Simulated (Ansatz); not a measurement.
# Mo: a surface, (111), 5 layers

What do the surfaces of Mo (111), 5 layers cost, and how tightly do they hold an electron? The runs shown use PAW. Its runs: bulk cell relaxed (PAW); bulk in the slab's orientation (PAW); the reference run (PAW); atoms relaxed (PAW); field of 0.5 V/Å along the normal (PAW); no images along the normal (PAW); core holes in 3d of Mo (PAW).

Program: Ansatz 0.2.0. Level of theory: DFT, PBEsol, PAW with Ansatz's default frozen-core files, scalar-relativistic. These are calculated values, not measurements.

## (1) Starting point

The structure is cubic, space group Im-3m (No. 229). Conventional cell: a = 3.147 Å, b = 3.147 Å, c = 3.147 Å, α = 90.00°, β = 90.00°, γ = 90.00°. Around Mo (site symmetry m-3m) lie 8 Mo at 2.73 Å.

As a file:

```
Mo
1.0
    -1.57339    1.57339    1.57339
     1.57339   -1.57339    1.57339
     1.57339    1.57339   -1.57339
Mo
1
Direct
  0.00000 0.00000 0.00000
```

## (2) Bulk cell relaxed, PAW

input.yaml reads:

```yaml
crystal:
  lattice:
    - [-1.5733879534, 1.5733879534, 1.5733879534]
    - [1.5733879534, -1.5733879534, 1.5733879534]
    - [1.5733879534, 1.5733879534, -1.5733879534]
  atoms:
    - { symbol: Mo, position: [0.0, 0.0, 0.0] }
kpoints:
  mp_grid: { grid: [19, 19, 19] }
scf:
  occupations: { method: fermi_dirac, width: 0.05 }
hamiltonian:
  xc: pbesol
  pseudopotentials: { kind: paw }
output:
  forces: true
  stress: true
  write_density: true
  write_potential: true
  elf: true
  volumetric_format: npy
relax:
  f_tol: 0.005
  max_steps: 40
  cell: {}
```

The run is started by

```sh
> ansatz run input.yaml --threads 2 --pin off --max-ram 4096MiB --backend cpu --events-out ev --progress --plain --runs-dir out
```

After this run come: Bulk in the slab's orientation, PAW; Slab as cut, PAW; Atoms relaxed, PAW; Field of 0.5 V/Å along the normal, PAW; No images along the normal, PAW; Core holes in 3d of Mo, PAW.

Before running it: what results should come out? Wanted: surface energy; work function; outer layer spacing; core-level shifts among the layers.

As calculated:

| quantity | value |
| --- | --- |
| surface energy (PAW, relaxed) | 3.33 J/m² |
| work function (PAW, relaxed) | 3.89 eV |
| outer layer spacing (PAW) | 0.90 → 0.71 Å |
| core-level shifts among the layers (PAW holes) | Mo1 +0.00, Mo2 +0.19, Mo3 +0.41 eV |

**Reading.** By PAW the surface costs 3.80 J/m² as cut and 3.33 J/m² relaxed. The outermost spacing changes by -21.8 % (PAW). The field of 0.5 V/Å along the normal induces a dipole of 0.304 e·Å per cell (PAW). Thickness wasn't converged, and no reconstruction was sought.
